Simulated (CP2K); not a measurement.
Settings test, CP2K on BN

Simulated with CP2K 2026.2. This is a test of settings. The cell was built from a prototype and was relaxed with r2SCAN in plane waves (Ansatz 0.2.0). Not every such cell is a known phase. All runs are without spin polarisation.

The symmetry is P6_3/mmc (No. 194, hexagonal); a = 2.491 Å, c = 4.001 Å in the conventional setting, 5.38 Å³ an atom. Around B lie 6 N at 1.75 Å; around N lie 6 B at 1.75 Å.

The base run uses PBE in the SZV-MOLOPT-SR basis.

```
&GLOBAL
 PROJECT run
 RUN_TYPE ENERGY_FORCE
 PRINT_LEVEL LOW
&END GLOBAL
&FORCE_EVAL
 METHOD QS
 STRESS_TENSOR ANALYTICAL
 &DFT
  BASIS_SET_FILE_NAME BASIS_MOLOPT
  POTENTIAL_FILE_NAME GTH_POTENTIALS
  &QS
   EXTRAPOLATION USE_GUESS
  &END QS
  &MGRID
   CUTOFF 500
   REL_CUTOFF 50
  &END MGRID
  &XC
   &XC_FUNCTIONAL PBE
   &END XC_FUNCTIONAL
  &END XC
  &KPOINTS
   SCHEME MONKHORST-PACK 5 5 5
   SYMMETRY F
   FULL_GRID F
  &END KPOINTS
  &SCF
   ADDED_MOS 10
   EPS_SCF 1e-6
   MAX_SCF 80
   &DIAGONALIZATION
   &END DIAGONALIZATION
   &MIXING
    METHOD BROYDEN_MIXING
    ALPHA 0.3
   &END MIXING
   &SMEAR
    METHOD FERMI_DIRAC
    ELECTRONIC_TEMPERATURE [K] 232
   &END SMEAR
   &PRINT
    &ITERATION_INFO
    &END ITERATION_INFO
   &END PRINT
  &END SCF
  &PRINT
   &BAND_STRUCTURE
    FILE_NAME bands.bs
    ADDED_MOS 6
    &KPOINT_SET
     UNITS B_VECTOR
     SPECIAL_POINT 0.00000000 0.00000000 0.00000000
     NPOINTS 0
    &END KPOINT_SET
    &KPOINT_SET
     UNITS B_VECTOR
     SPECIAL_POINT 0.50000000 0.00000000 0.00000000
     NPOINTS 0
    &END KPOINT_SET
    &KPOINT_SET
     UNITS B_VECTOR
     SPECIAL_POINT 0.33333333 0.33333333 0.00000000
     NPOINTS 0
    &END KPOINT_SET
    &KPOINT_SET
     UNITS B_VECTOR
     SPECIAL_POINT 0.00000000 0.00000000 0.50000000
     NPOINTS 0
    &END KPOINT_SET
    &KPOINT_SET
     UNITS B_VECTOR
     SPECIAL_POINT 0.50000000 0.00000000 0.50000000
     NPOINTS 0
    &END KPOINT_SET
    &KPOINT_SET
     UNITS B_VECTOR
     SPECIAL_POINT 0.33333333 0.33333333 0.50000000
     NPOINTS 0
    &END KPOINT_SET
    &KPOINT_SET
     UNITS B_VECTOR
     SPECIAL_POINT 0.00000000 0.17968800 0.00000000
     NPOINTS 0
    &END KPOINT_SET
    &KPOINT_SET
     UNITS B_VECTOR
     SPECIAL_POINT 0.25000000 0.25000000 0.16666667
     NPOINTS 0
    &END KPOINT_SET
   &END BAND_STRUCTURE
  &END PRINT
 &END DFT
 &SUBSYS
  &CELL
   A 2.49133535 0.00000000 0.00000000
   B -1.24566768 2.15755970 0.00000000
   C 0.00000000 0.00000000 4.00105918
  &END CELL
  &COORD
   SCALED
   B -0.00000000 0.00000000 0.00000000
   B -0.00000000 0.00000000 0.50000000
   N 0.33333333 0.66666667 0.25000000
   N 0.66666667 0.33333333 0.75000000
  &END COORD
  &KIND B
   BASIS_SET SZV-MOLOPT-SR-GTH
   POTENTIAL GTH-PBE
  &END KIND
  &KIND N
   BASIS_SET SZV-MOLOPT-SR-GTH
   POTENTIAL GTH-PBE
  &END KIND
 &END SUBSYS
 &PRINT
  &STRESS_TENSOR
  &END STRESS_TENSOR
  &FORCES
  &END FORCES
 &END PRINT
&END FORCE_EVAL
```

Command: `cp2k.psmp -i run.inp`. It took 7.1 s on 2 threads of Arm Neoverse V1 (shared host), peak memory 0.19 GiB.

It converged with a gap of 1.67 eV and a pressure of 29.18 GPa (positive in compression). Pressures on CP2K's grid carry noise of some tenths of a GPa.

Each further run moved one setting: XC_FUNCTIONAL (functional, with the PBE potentials kept); EPS_SCF (SCF threshold); KPOINTS (Monkhorst-Pack mesh); ALPHA (mixing weight); CHARGE (charge of the cell). Changes are from the base run, which isn't itself converged in every setting; energies of another Hamiltonian, functional, basis or charge aren't compared, and those at a high electronic temperature are mostly its entropy term. CP2K's gap is over the listed points.

| setting | how it ended | gap change (eV) | energy change (meV/atom) | pressure change (GPa) | time (s) |
| --- | --- | --- | --- | --- | --- |
| XC_FUNCTIONAL = PADE | converged | -0.07 | – | -6.37 | 7 |
| EPS_SCF = 1e-9 | converged | 0.00 | 0.0 | 0.00 | 9.6 |
| KPOINTS = 4x4x4 | converged | 0.02 | -15.5 | 0.54 | 6.8 |
| ALPHA = 0.6 | converged | 0.00 | 0.0 | 0.00 | 6.5 |
| EPS_SCF = 1e-4 | converged | 0.00 | 0.0 | 0.00 | 6 |
| CHARGE = 1 (poor on purpose) | converged | – | – | – | 6.5 |

EPS_SCF = 1e-9 changes nothing that matters here. ALPHA = 0.6 changes nothing that matters here. EPS_SCF = 1e-4 changes nothing that matters here.
